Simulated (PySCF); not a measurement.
# C₃H₆FGeN: magnetic properties

Programs: PySCF 2.14.0, with routines of our own; each step states its level. All values are computed. Atoms count from 0.

### Step 1. The starting structure

12 atoms, charge 0, multiplicity 1; geometry from: GFN2-xTB.

### Step 2. Magnetic properties: GIAO B97-2/pcSseg-1

The job: settings as JSON, then the geometry in Å.

```
{"job": {"kind": "mag", "xc": "B97-2", "basis": "pcSseg-1", "isotopologues": 2}, "charge": 0, "multiplicity": 1}
F      2.650338    -0.942976    -0.635298
C      1.773956     0.068801    -0.817061
C      0.569825     0.062250    -0.288357
C     -0.090741    -0.976389     0.582570
N     -1.287014    -0.205893     0.958782
Ge    -1.028642     1.185008    -0.194744
H      2.189232     0.851590    -1.435433
H      0.503720    -1.252222     1.459204
H     -0.307468    -1.890225     0.018770
H     -2.093370    -0.731166     1.257294
H     -1.867584     1.318598    -1.457334
H     -1.011053     2.511938     0.525581
```

With the program's defaults for keys left out, this is: GIAO B97-2/pcSseg-1 magnetisability, rotational g tensor and spin-rotation constants, non-relativistic, gas phase.

On the command line:

```
> OMP_NUM_THREADS=1 python excited_run.py task.json out
```

The driver reads the jobs from task.json and runs them one after another.

**Question.** How long does this first job take on 1 thread of Arm Neoverse V1, shared host, and how much memory does it need?

About 20 s, with a peak of 0.88 GiB.
